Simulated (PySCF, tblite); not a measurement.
# C6H9N3: geometry, infrared bands and NMR shifts

Wanted: the infrared bands and NMR shifts of C6H9N3 (`C=Cn1cc(CC)nn1`), by calculation.

The runs use tblite 0.8.0 and PySCF 2.14.0, with density-fitted response routines of our own; the level of theory stands in each step. All values are computed, except where a source is named. Atoms are numbered from 0 throughout.

**1. Starting geometry**

18 atoms, charge 0, multiplicity 1; geometry from: force field or distance geometry start.

Bonds of the start (Å): C0–C1 1.35, C1–N2 1.40, N2–C3 1.35, C3–C4 1.37, C4–C5 1.48, C5–C6 1.50, C4–N7 1.34, N7–N8 1.30, N8–N2 1.32, C0–H9 1.07, C0–H10 1.09, C1–H11 1.09, C3–H12 1.07, C5–H13 1.13, C5–H14 1.12, C6–H15 1.08, C6–H16 1.12, C6–H17 1.14.

**2. Relaxing the molecule with GFN2-xTB**

Job settings and geometry (Å):

```
{"job": {"kind": "relax", "xc": "GFN2-xTB", "basis": "xTB"}, "charge": 0, "multiplicity": 1}
C      2.473400     1.047900     1.812400
C      1.152700     1.142000     2.051600
N      0.204500     0.789100     1.077900
C      0.416700     0.361500    -0.189900
C     -0.812200     0.148100    -0.758800
C     -1.132300    -0.323000    -2.120600
C     -1.263100    -1.808400    -2.255800
N     -1.704900     0.482500     0.177000
N     -1.104700     0.856600     1.267600
H      2.831700     0.715400     0.860900
H      3.209900     1.312400     2.565700
H      0.871400     1.477600     3.045900
H      1.353700     0.180800    -0.671100
H     -0.291500     0.025300    -2.798700
H     -2.065700     0.213400    -2.439200
H     -0.394400    -2.331700    -2.636600
H     -2.111300    -2.000400    -2.968200
H     -1.642800    -2.282900    -1.296500
```

On the command line:

```console
$ OMP_NUM_THREADS=1 python probes_run.py task.json out
```

This one command runs all jobs of the session in turn.

**Question.** This job is followed by: GFN2-xTB harmonic vibrations, gas phase; GIAO PBE0/pcSseg-1 NMR shielding, non-relativistic, gas phase. What will the session give for the following? strongest single infrared mode (GFN2-xTB); zero-point energy (GFN2-xTB); 13C shifts against TMS (PBE0/pcSseg-1); 1H shifts against TMS (PBE0/pcSseg-1, means over atoms taken as alike); 15N shifts against NH3 (PBE0/pcSseg-1); surface potential, 1st and 99th percentile.

The runs gave:

| quantity | value |
| --- | --- |
| strongest single infrared mode (GFN2-xTB) | 1302 cm⁻¹, 77 km/mol |
| zero-point energy (GFN2-xTB) | 90.9 kcal/mol |
| 13C shifts against TMS (PBE0/pcSseg-1) | 156.3, 139.3, 121.4, 103.4, 24.1, 20.6 ppm |
| 1H shifts against TMS (PBE0/pcSseg-1, means over atoms taken as alike) | 7.79, 7.66, 5.51, 5.18, 2.90, 1.29 ppm |
| 15N shifts against NH3 (PBE0/pcSseg-1) | 408.8, 390.0, 284.6 ppm |
| surface potential, 1st and 99th percentile | -1.89 V and 1.58 V |

**Reading.** The optimisation took 62 steps and gained 0.457 eV; among the close pairs (by a distance rule), C6–H17 changed most, from 1.136 to 1.087 Å. No mode is imaginary among the 48: a minimum at this level. The strongest single mode, at 1302 cm⁻¹, is spread over several atoms, N7, C4, H13, N8 among them. GFN2-xTB is a fitted tight-binding method: band positions and strengths are rough. Its intensities can rank the bands wrongly. At PBE0/pcSseg-1: The widest tensor belongs to N7: span 524 ppm, with a paramagnetic part of -451 ppm. NICS(1)zz of -29 ppm above the planar ring from N2 marks a diatropic (aromatic) ring current. At PBE0/pcSseg-1, counted by nearest atom on the grid, the HOMO lies on C4 22 %; C0 16 %, the LUMO on C0, C1 about 17 % each; N8 16 %.
